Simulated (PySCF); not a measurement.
# CH5FSSn (SMILES [CH3][SnH]([F])[SH]) at 6 levels

We compute a comparison of 6 runs (HF/STO-3G, HF/def2-SVP, HF/def2-TZVP, BLYP/def2-TZVP, M06-2X/def2-TZVP, wB97X/def2-TZVP) of CH5FSSn. Input form: a Python script.

The results are computed with PySCF 2.14.0.

## Step 1: Starting point

CH5FSSn: 9 atoms, total charge 0, spin state singlet. SMILES: `[CH3][SnH]([F])[SH]`. The coordinates come from a PBE0-D4/def2-TZVP relaxation. This is one conformer, not always the lowest.

Bond lengths: C1–Sn2 2.121 Å, Sn2–F3 1.929 Å, Sn2–S4 2.387 Å, C1–H5 1.090 Å, C1–H6 1.090 Å, C1–H7 1.090 Å, Sn2–H8 1.701 Å, S4–H9 1.344 Å. Some angles: C1–Sn2–F3 103.6°, C1–Sn2–S4 112.6°, F3–Sn2–S4 107.0°, C1–Sn2–H8 119.6°, F3–Sn2–H8 104.8°, S4–Sn2–H8 108.1°, Sn2–C1–H5 110.0°, Sn2–C1–H6 108.7°, Sn2–C1–H7 109.3°, Sn2–S4–H9 93.2°.

## Step 2: Energy and forces at HF/STO-3G (run 1)

job.py

```python
import pyscf.grad
from pyscf import gto, scf

mol = gto.Mole()
mol.atom = '''
C   -0.089600   0.676900  -1.164400
Sn   0.418000  -0.751300   0.319200
F    2.071800  -0.078700   1.050300
S   -1.161400  -0.817600   2.108400
H   -1.046800   0.420100  -1.617600
H   -0.157800   1.658300  -0.695900
H    0.687400   0.695100  -1.928400
H    0.765200  -2.352900  -0.138400
H   -1.398400   0.503700   2.049800
'''
mol.max_memory = 1860
mol.verbose = 4
mol.basis = 'sto-3g'
mol.charge = 0
mol.build()

myscf = scf.RHF(mol)
myscf.conv_tol = 1e-10
myscf.kernel()
if not myscf.converged:
    myscf = myscf.newton().run(myscf.mo_coeff, myscf.mo_occ)

etot = myscf.e_tot
print('E(%s) = %.9f' % ('HF', etot))
grad = myscf.Gradients().kernel()
dip = myscf.dip_moment()
pop, q = myscf.mulliken_pop()
```

On the command line:

```bash
$ OMP_NUM_THREADS=1 python job.py
```

What it wrote:

```text
PySCF version 2.14.0

[... 63 lines left out ...]
converged SCF energy = -6494.8799738362
[... 12 lines left out ...]
Dipole moment(X, Y, Z, Debye): -0.79463,  0.11086, -1.65064
[... 22 lines left out ...]
pop of  1 Sn 5pz          0.68050
pop of  1 Sn 3dxy         1.99983
pop of  1 Sn 3dyz         1.99958
pop of  1 Sn 3dz^2        1.99985
pop of  1 Sn 3dxz         1.99972
pop of  1 Sn 3dx2-y2      1.99961
pop of  1 Sn 4dxy         1.99503
pop of  1 Sn 4dyz         1.98779
pop of  1 Sn 4dz^2        1.99564
pop of  1 Sn 4dxz         1.99181
pop of  1 Sn 4dx2-y2      1.98839
pop of  2 F 1s            1.99940
pop of  2 F 2s            1.96702
pop of  2 F 2px           1.58464
pop of  2 F 2py           1.90593
pop of  2 F 2pz           1.89259
pop of  3 S 1s            1.99992
pop of  3 S 2s            1.99685
pop of  3 S 3s            1.88625
pop of  3 S 2px           1.99198
pop of  3 S 2py           1.98053
pop of  3 S 2pz           1.99074
pop of  3 S 3px           1.62573
pop of  3 S 3py           1.07691
pop of  3 S 3pz           1.57143
pop of  4 H 1s            0.95103
pop of  5 H 1s            0.94855
pop of  6 H 1s            0.94742
pop of  7 H 1s            1.18320
pop of  8 H 1s            1.05185
 ** Mulliken atomic charges  **
charge of    0C =     -0.37965
charge of    1Sn =      0.93163
charge of    2F =     -0.34959
charge of    3S =     -0.12033
charge of    4H =      0.04897
charge of    5H =      0.05145
charge of    6H =      0.05258
charge of    7H =     -0.18320
charge of    8H =     -0.05185
```

Run time: 4.5 s. Hardware: 1 thread of Arm Neoverse V1, shared host; peak memory 0.12 GiB.

## Step 3: Energy and gradient at HF/def2-SVP (core potential) (run 2)

job.py

```python
# [CH3][SnH]([F])[SH]
from pyscf import gto, scf

mol = gto.M(
    atom='''
C     -0.169319     1.279156    -2.200397
Sn     0.789906    -1.419751     0.603201
F      3.915135    -0.148721     1.984779
S     -2.194728    -1.545040     3.984299
H     -1.978165     0.793874    -3.056821
H     -0.298199     3.133733    -1.315060
H      1.298998     1.313549    -3.644148
H      1.446018    -4.446337    -0.261538
H     -2.642593     0.951855     3.873561
''',
    max_memory=1860,
    unit='bohr',
    spin=0,
    charge=0,
    ecp={'Sn': 'def2-svp'},
    verbose=4,
    basis='def2-svp',
)

mf = scf.RHF(mol)
mf.conv_tol = 1e-10
mf.kernel()
if not mf.converged:
    mf = mf.newton().run(mf.mo_coeff, mf.mo_occ)

etot = mf.e_tot
print('E = %.10f Eh' % etot)
grad = mf.nuc_grad_method().kernel()
mf.analyze()
```

On the command line:

```bash
$ OMP_NUM_THREADS=1 python job.py
```

What it wrote:

```text
PySCF version 2.14.0

[... 84 lines left out ...]
Two-electron Energy =                  634.954205099221781
[... 10 lines left out ...]
MO #7   energy= -6.642972307822    occ= 2
[... 8 lines left out ...]
MO #16  energy= -1.35550372901277  occ= 2
[... 8 lines left out ...]
MO #25  energy= -0.559757008184202 occ= 2
[... 8 lines left out ...]
MO #34  energy= 0.191855536472107  occ= 0
[... 8 lines left out ...]
MO #43  energy= 0.504905846184608  occ= 0
[... 8 lines left out ...]
MO #52  energy= 0.860423008352643  occ= 0
[... 8 lines left out ...]
MO #61  energy= 1.06328134119316   occ= 0
[... 8 lines left out ...]
MO #70  energy= 1.77320664131743   occ= 0
[... 8 lines left out ...]
MO #79  energy= 2.14777202168771   occ= 0
[... 8 lines left out ...]
MO #88  energy= 3.24727526281209   occ= 0
[... 8 lines left out ...]
MO #97  energy= 52.4587626892865   occ= 0
[... 70 lines left out ...]
pop of  3 S 3dyz          0.00278
pop of  3 S 3dz^2         0.01055
pop of  3 S 3dxz          0.01702
pop of  3 S 3dx2-y2       0.01236
pop of  4 H 1s            0.88669
pop of  4 H 2s            0.00961
pop of  4 H 2px           0.00180
pop of  4 H 2py           0.00071
pop of  4 H 2pz           0.00075
pop of  5 H 1s            0.88134
pop of  5 H 2s            0.01038
pop of  5 H 2px           0.00048
pop of  5 H 2py           0.00190
pop of  5 H 2pz           0.00067
pop of  6 H 1s            0.88071
pop of  6 H 2s            0.01023
pop of  6 H 2px           0.00121
pop of  6 H 2py           0.00081
pop of  6 H 2pz           0.00144
pop of  7 H 1s            1.52309
pop of  7 H 2s            0.01898
pop of  7 H 2px           0.00408
pop of  7 H 2py           0.02048
pop of  7 H 2pz           0.01076
pop of  8 H 1s            0.90840
pop of  8 H 2s            0.01006
pop of  8 H 2px           0.00125
pop of  8 H 2py           0.00609
pop of  8 H 2pz           0.00078
 ** Mulliken atomic charges  **
charge of    0C =     -0.92013
charge of    1Sn =      2.70846
charge of    2F =     -0.85543
charge of    3S =     -0.74021
charge of    4H =      0.10045
charge of    5H =      0.10524
charge of    6H =      0.10560
charge of    7H =     -0.57739
charge of    8H =      0.07342
Dipole moment(X, Y, Z, Debye): -2.07203,  0.46821, -2.89021
```

Wall time 9.9 s (1 thread of Arm Neoverse V1, shared host); peak memory 0.2 GiB.

## Step 4: Energy and forces at HF/def2-TZVP (core potential) (run 3)

run.py

```python
from pyscf import gto

mol = gto.M(
    atom='''
C       -0.089600       0.676900      -1.164400
Sn       0.418000      -0.751300       0.319200
F        2.071800      -0.078700       1.050300
S       -1.161400      -0.817600       2.108400
H       -1.046800       0.420100      -1.617600
H       -0.157800       1.658300      -0.695900
H        0.687400       0.695100      -1.928400
H        0.765200      -2.352900      -0.138400
H       -1.398400       0.503700       2.049800
''',
    max_memory=1860,
    charge=0,
    basis='def2-tzvp',
    ecp={'Sn': 'def2-svp'},
    verbose=4,
)

mf = mol.RHF()
mf.conv_tol = 1e-10
mf.kernel()
if not mf.converged:
    mf = mf.newton().run(mf.mo_coeff, mf.mo_occ)

etot = mf.e_tot
print('E = %.10f Eh' % etot)
grad = mf.nuc_grad_method().kernel()
dip = mf.dip_moment()
pop, q = mf.mulliken_pop()
```

On the command line:

```bash
$ OMP_NUM_THREADS=1 python run.py
```

What it wrote:

```text
PySCF version 2.14.0

[... 69 lines left out ...]
converged SCF energy = -751.231869094331
[... 12 lines left out ...]
Dipole moment(X, Y, Z, Debye): -2.00661,  0.38914, -2.80169
[... 150 lines left out ...]
pop of  4 H 1s            0.26148
pop of  4 H 2s            0.47890
pop of  4 H 3s            0.09303
pop of  4 H 2px           0.01194
pop of  4 H 2py           0.00493
pop of  4 H 2pz           0.00628
pop of  5 H 1s            0.26116
pop of  5 H 2s            0.47726
pop of  5 H 3s            0.09543
pop of  5 H 2px           0.00400
pop of  5 H 2py           0.01313
pop of  5 H 2pz           0.00633
pop of  6 H 1s            0.26108
pop of  6 H 2s            0.47705
pop of  6 H 3s            0.09331
pop of  6 H 2px           0.00922
pop of  6 H 2py           0.00449
pop of  6 H 2pz           0.00967
pop of  7 H 1s            0.21855
pop of  7 H 2s            0.57243
pop of  7 H 3s            0.26536
pop of  7 H 2px           0.00072
pop of  7 H 2py           0.00706
pop of  7 H 2pz           0.00099
pop of  8 H 1s            0.22958
pop of  8 H 2s            0.49089
pop of  8 H 3s            0.09763
pop of  8 H 2px           0.00581
pop of  8 H 2py           0.01482
pop of  8 H 2pz           0.00516
 ** Mulliken atomic charges  **
charge of    0C =     -0.60113
charge of    1Sn =      1.15945
charge of    2F =     -0.61065
charge of    3S =     -0.46998
charge of    4H =      0.14345
charge of    5H =      0.14269
charge of    6H =      0.14517
charge of    7H =     -0.06510
charge of    8H =      0.15611
```

Wall time 64 s (1 thread of Arm Neoverse V1, shared host); peak memory 1.1 GiB.

Runs 4 to 5 aren't shown in full; the table further down has their settings and results.

## Step 5: Energy and forces at wB97X/def2-TZVP (core potential) (run 6)

run.py

```python
import pyscf.grad
from pyscf import gto, dft

system = gto.Mole()
system.atom = '''
C     -0.089600     0.676900    -1.164400
Sn     0.418000    -0.751300     0.319200
F      2.071800    -0.078700     1.050300
S     -1.161400    -0.817600     2.108400
H     -1.046800     0.420100    -1.617600
H     -0.157800     1.658300    -0.695900
H      0.687400     0.695100    -1.928400
H      0.765200    -2.352900    -0.138400
H     -1.398400     0.503700     2.049800
'''
system.charge = 0
system.basis = 'def2-tzvp'
system.spin = 0
system.max_memory = 1860
system.ecp = {'Sn': 'def2-svp'}
system.verbose = 4
system.build()

mf = dft.RKS(system, xc='wb97x')
mf.conv_tol = 1e-10
mf.grids.level = 5
mf.kernel()
if not mf.converged:
    mf = mf.newton().run(mf.mo_coeff, mf.mo_occ)

e_final = mf.e_tot
print('Final energy', e_final)
grad = mf.Gradients().kernel()
dip = mf.dip_moment()
pop, q = mf.mulliken_pop()
```

On the command line:

```bash
$ OMP_NUM_THREADS=1 python run.py
```

What it wrote:

```text
PySCF version 2.14.0

[... 82 lines left out ...]
converged SCF energy = -753.592902711552
Final energy -753.5929027115519
[... 12 lines left out ...]
Dipole moment(X, Y, Z, Debye): -1.84902,  0.45618, -2.66289
[... 150 lines left out ...]
pop of  4 H 1s            0.26871
pop of  4 H 2s            0.47462
pop of  4 H 3s            0.08097
pop of  4 H 2px           0.01156
pop of  4 H 2py           0.00531
pop of  4 H 2pz           0.00648
pop of  5 H 1s            0.26858
pop of  5 H 2s            0.47278
pop of  5 H 3s            0.08426
pop of  5 H 2px           0.00443
pop of  5 H 2py           0.01261
pop of  5 H 2pz           0.00658
pop of  6 H 1s            0.26837
pop of  6 H 2s            0.47337
pop of  6 H 3s            0.08086
pop of  6 H 2px           0.00912
pop of  6 H 2py           0.00490
pop of  6 H 2pz           0.00952
pop of  7 H 1s            0.22737
pop of  7 H 2s            0.53505
pop of  7 H 3s            0.27999
pop of  7 H 2px           0.00080
pop of  7 H 2py           0.00663
pop of  7 H 2pz           0.00108
pop of  8 H 1s            0.23769
pop of  8 H 2s            0.46659
pop of  8 H 3s            0.11048
pop of  8 H 2px           0.00620
pop of  8 H 2py           0.01293
pop of  8 H 2pz           0.00565
 ** Mulliken atomic charges  **
charge of    0C =     -0.61730
charge of    1Sn =      0.96690
charge of    2F =     -0.49718
charge of    3S =     -0.41893
charge of    4H =      0.15233
charge of    5H =      0.15076
charge of    6H =      0.15387
charge of    7H =     -0.05092
charge of    8H =      0.16046
```

Run time: 4.3 min. Hardware: 1 thread of Arm Neoverse V1, shared host; peak memory 2.5 GiB.

## Step 6: All runs side by side

| run | level | core potential | integration grid | energy (Eh) | dipole moment (D) | HOMO energy (eV) | LUMO energy (eV) | wall time |
| --- | --- | --- | --- | --- | --- | --- | --- | --- |
| 1 | HF/STO-3G | – | – | -6494.879974 | 1.84 | -7.10 | 9.31 | 4.5 s |
| 2 | HF/def2-SVP (core potential) | def2-svp | – | -750.906257 | 3.59 | -10.47 | 3.22 | 9.9 s |
| 3 | HF/def2-TZVP (core potential) | def2-svp | – | -751.231869 | 3.47 | -10.54 | 2.50 | 64 s |
| 4 | BLYP/def2-TZVP (core potential) | def2-svp | 5 | -753.489469 | 3.09 | -6.25 | -1.54 | 2.4 min |
| 5 | M06-2X/def2-TZVP (core potential) | def2-svp | 5 | -753.441140 | 3.29 | -8.87 | 0.37 | 4 min |
| 6 | wB97X/def2-TZVP (core potential) | def2-svp | 5 | -753.592903 | 3.27 | -10.08 | 1.44 | 4.3 min |

## Step 7: What came out

| quantity | value |
| --- | --- |
| run 6: total energy | -753.59290 Eh |
| run 6: dipole moment | 3.27 D |
| run 6: HOMO energy | -10.08 eV |
| run 6: LUMO energy | 1.44 eV |
| run 6: HOMO–LUMO gap | 11.51 eV |
| run 6: largest force on an atom | 0.193 eV/Å |

The dipole moment (its size) runs from 1.84 D (HF/STO-3G) to 3.59 D (HF/def2-SVP). The two ends differ in basis and core potential. The HOMO–LUMO gap runs from 4.71 eV (BLYP/def2-TZVP) to 16.41 eV (HF/STO-3G). The two ends differ in method and basis and core potential. Totals of different functionals can't be ranked against each other. Some runs of one species differ in core potentials or relativity; totals across that change don't compare. In run 1 the basis is minimal, so the values are rough. In run 1 relativity is left out where basis or elements ask for it. All runs together took 12 min, the longest 4.3 min.
